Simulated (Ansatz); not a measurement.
# CH₂OZn (SMILES O=[CH][ZnH]): one structure at several levels

An exercise on one series of results from a longer session: the logs are not shown, and one member is left open.

The runs use Ansatz 0.2.0, Gaussian basis; single points in def2-TZVPP.

Correlated methods freeze the cores. The 3s and 3p shells of Cu and Zn are frozen; filled d shells are correlated.

### The starting structure

SMILES `O=[CH][ZnH]`, 5 atoms, charge 0, spin multiplicity 1.

Atoms are counted from 1 here; the program's logs count them from 0.

Bond lengths: O1–C2 1.205 Å, C2–Zn3 2.012 Å, C2–H4 1.096 Å, Zn3–H5 1.491 Å. Angles: O1–C2–Zn3 95.6°, O1–C2–H4 117.1°, Zn3–C2–H4 147.3°, C2–Zn3–H5 137.1°.

Geometry (Å):

```
O    -0.1097   -0.9090    0.8999
C    -0.6986   -0.5293   -0.0807
Zn    0.5886    0.9526   -0.5204
H    -1.6060   -1.0769   -0.3616
H     1.8421    1.5161    0.0568
```

Set-up of the first run:

run/in.yaml

```yaml
crystal:
  periodic: [false, false, false]
  atoms:
    - {symbol: O, position_ang: [-0.109700, -0.909000, 0.899900]}
    - {symbol: C, position_ang: [-0.698600, -0.529300, -0.080700]}
    - {symbol: Zn, position_ang: [0.588600, 0.952600, -0.520400]}
    - {symbol: H, position_ang: [-1.606000, -1.076900, -0.361600]}
    - {symbol: H, position_ang: [1.842100, 1.516100, 0.056800]}
basis:
  gaussian: {orbitals: def2-TZVPP}
correlation: {method: ccsd_t, frozen_orbitals: {C: 1, H: 0, O: 1, Zn: 9}}
output: {forces: true}
```

No record of the launch command was kept for these runs.

Steps of the session up to this table: CCSD(T)/def2-TZVPP; PBE0-D4/def2-TZVPP; wB97M-V/def2-TZVPP; r2SCAN-D4/def2-TZVPP; PBE-D4/def2-TZVPP; LC-wPBE/def2-TZVPP; BLYP-D4/def2-TZVPP.

One table of the session follows, with a row left open; its other results are not shown here.

| method | RMS force component (eV/Å) | angle to CCSD(T) forces (°) | dipole (D) |
| --- | --- | --- | --- |
| CCSD(T) | 0.769 | reference | 2.77 |
| PBE0-D4 | 0.488 | 34.2 | 2.67 |
| wB97M-V | 0.536 | 21.5 | 2.84 |
| r2SCAN-D4 | ? | ? | ? |
| PBE-D4 | 0.682 | 15.6 | 2.24 |
| LC-wPBE | 0.576 | 31.9 | 2.95 |
| BLYP-D4 | 0.690 | 14.0 | 2.28 |

Q: Estimate the row for r2SCAN-D4 from the others.

**Answer.** RMS force component (eV/Å): 0.522; angle to CCSD(T) forces (°): 23.8; dipole (D): 2.41. In the column «RMS force component (eV/Å)» it lies between PBE0-D4 (0.488) and wB97M-V (0.536).
